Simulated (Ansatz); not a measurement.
# BCu: the cost of one run

Program: Ansatz 0.2.0, Gaussian basis. Level of theory: def2-TZVPP, core rule «outside noble gas», up to 10 orbitals frozen. These are calculated values, not measurements.

To be run: UHF; CCSD(T) on ROHF; CCSD(T) on UHF; CCSDT(Q) on ROHF; CCSDT(Q) on UHF.

10 further runs of the same task are left out: 6 for a known fault of the program, 4 set aside as unsound or not needed.

**1. What is computed**

The geometry is a PBE0/def2-TZVP stationary point (not a proven minimum).

2 atoms, charge 0, spin multiplicity 3.

Atoms are counted from 1 here; the program's logs count them from 0.

Bond lengths: Cu1–B2 1.893 Å.

Coordinates:

```xyz
2

Cu    0.0000    0.0000    0.0000
B     0.0000    0.0000    1.8928
```

**2. UHF**

Contents of in.yaml:

```yaml
crystal:
  periodic: [false, false, false]
  atoms:
    - {symbol: Cu, position_ang: [0.000000, 0.000000, 0.000000]}
    - {symbol: B, position_ang: [0.000000, 0.000000, 1.892800]}
basis:
  gaussian: {orbitals: def2-TZVPP}
magnetization: {spin_polarized: true, initial_magnetization: 2}
hamiltonian: {xc: hf}
output: {orbitals: {seedname: orbitals}}
```

Run with:

```
$ ansatz run in.yaml --threads 1 --pin off --events-out ev --progress --plain --max-ram 2560MiB --backend cpu
```

What time and memory should one allow on 1 thread of AMD EPYC 7R13, shared host?

About 6 s, with a peak of 0.27 GiB.
